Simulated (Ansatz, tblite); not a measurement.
# (ClAlNH)4 cubane (Al₄Cl₄H₄N₄): a ladder of methods and basis sets

One table from this session's results is given with a row withheld; the runs are named, their logs left out.

Method: as each input shows; program: Ansatz 0.2.0, Gaussian basis.

Levels to be run: GFN1-xTB, GFN2-xTB, PBE-D4/def2-TZVP, r2SCAN-D4/def2-TZVP, B97M-V/def2-TZVP, HF/def2-TZVP, PBE-D4/def2-SVP, PBE0-D4/def2-SVP, HF/STO-3G, MP2/def2-SVP.

4 further runs of the same task are left out: 3 that didn't finish, 1 set aside as unsound or not needed. Runs told in other sessions of the task aren't counted.

## The structure

The singlet was relaxed beforehand with PBE-D4/def2-SVP.

16 atoms, charge 0, spin multiplicity 1.

Bond lengths: Al1–Cl2 2.113 Å, Al1–N3 1.936 Å, Al1–N6 1.936 Å, Al1–N9 1.936 Å, N3–Al4 1.936 Å, N3–Al10 1.936 Å, N3–H13 1.025 Å, Al4–Cl5 2.113 Å, Al4–N6 1.936 Å, Al4–N12 1.936 Å, N6–Al7 1.936 Å, N6–H14 1.025 Å, Al7–Cl8 2.113 Å, Al7–N9 1.936 Å, Al7–N12 1.936 Å, N9–Al10 1.937 Å, N9–H15 1.025 Å, Al10–Cl11 2.113 Å and more. Angles: Cl2–Al1–N3 125.3°, Cl2–Al1–N6 125.3°, Cl2–Al1–N9 125.3°, N3–Al1–N6 89.9°, N3–Al1–N9 89.9°, N6–Al1–N9 89.9°, Al1–N3–Al4 90.1°, Al1–N3–Al10 90.1°, Al1–N3–H13 125.2°, Al4–N3–Al10 90.1°, Al4–N3–H13 125.2°, Al10–N3–H13 125.2°, N3–Al4–Cl5 125.3°, N3–Al4–N6 89.9°, N3–Al4–N12 89.9°, Cl5–Al4–N6 125.3°, Cl5–Al4–N12 125.3°, N6–Al4–N12 89.9° and more.

PBE0-D4/def2-TZVP was run before; its log isn't repeated, and its numbers join the tables.

The first run:

Tight binding, by tblite at 300 K electronic temperature and without a spin-polarisation term:

```python
tblite.interface.Calculator('GFN1-xTB', numbers, positions, charge=0, uhf=0).singlepoint()
```

Tight binding, by tblite at 300 K electronic temperature and without a spin-polarisation term:

```python
tblite.interface.Calculator('GFN2-xTB', numbers, positions, charge=0, uhf=0).singlepoint()
```

start.molden holds the orbitals of an earlier run on this state, given as this run's starting guess.

in.yaml

```yaml
crystal:
  periodic: [false, false, false]
  atoms:
    - {symbol: Al, position_ang: [-1.333484, 0.912458, 0.451890]}
    - {symbol: Cl, position_ang: [-3.013050, 2.061583, 1.020444]}
    - {symbol: N, position_ang: [-0.143177, 1.322753, -1.019248]}
    - {symbol: Al, position_ang: [-0.194324, -0.529894, -1.579975]}
    - {symbol: Cl, position_ang: [-0.438648, -1.197435, -3.569785]}
    - {symbol: N, position_ang: [-1.383017, -0.940688, -0.107730]}
    - {symbol: Al, position_ang: [0.143330, -1.324108, 1.020388]}
    - {symbol: Cl, position_ang: [0.324075, -2.991836, 2.305190]}
    - {symbol: N, position_ang: [0.193957, 0.529306, 1.578432]}
    - {symbol: Al, position_ang: [1.384507, 0.941563, 0.107765]}
    - {symbol: Cl, position_ang: [3.127674, 2.127944, 0.243927]}
    - {symbol: N, position_ang: [1.332266, -0.911368, -0.451288]}
    - {symbol: H, position_ang: [-0.230835, 2.131647, -1.642396]}
    - {symbol: H, position_ang: [-2.228748, -1.515756, -0.173629]}
    - {symbol: H, position_ang: [0.312953, 0.852874, 2.543549]}
    - {symbol: H, position_ang: [2.146521, -1.469033, -0.727524]}
basis:
  gaussian: {orbitals: def2-TZVP, initial_orbitals: start.molden}
hamiltonian: {xc: pbe, dispersion: d4}
scf: {omitted_lower_state_checks: [starts]}
output: {orbitals: {seedname: orbitals}}
```

Run with:

```
$ ansatz run in.yaml --threads 4 --pin off --events-out ev --progress --plain --max-ram 6963MiB
```

Steps of the session up to this table: PBE-D4/def2-TZVP; r2SCAN-D4/def2-TZVP; B97M-V/def2-TZVP; HF/def2-TZVP; PBE-D4/def2-SVP; PBE0-D4/def2-SVP; HF/STO-3G; MP2/def2-SVP.

One table of the session follows, with a row left open; its other results are not shown here.

It belongs to the step «Binding energy». 

| level | binding an atom (eV) |
| --- | --- |
| HF/STO-3G | 3.919 |
| HF/def2-SVP | ? |
| HF/def2-TZVP | 2.907 |
| PBE-D4/def2-SVP | 4.212 |
| PBE-D4/def2-TZVP | 4.172 |
| r2SCAN-D4/def2-TZVP | 4.137 |
| B97M-V/def2-TZVP | 4.140 |
| PBE0-D4/def2-SVP | 4.137 |
| PBE0-D4/def2-TZVP | 4.105 |
| MP2/def2-SVP | 3.957 |

Estimate the missing values for HF/def2-SVP.

**Answer.** binding an atom (eV): 2.947. In the column «binding an atom (eV)» it lies between HF/def2-TZVP (2.907) and HF/STO-3G (3.919).

To keep in mind: Free atoms were run apart at each level; binding is atoms less cluster, divided by the number of atoms, without zero-point or spin-orbit terms.
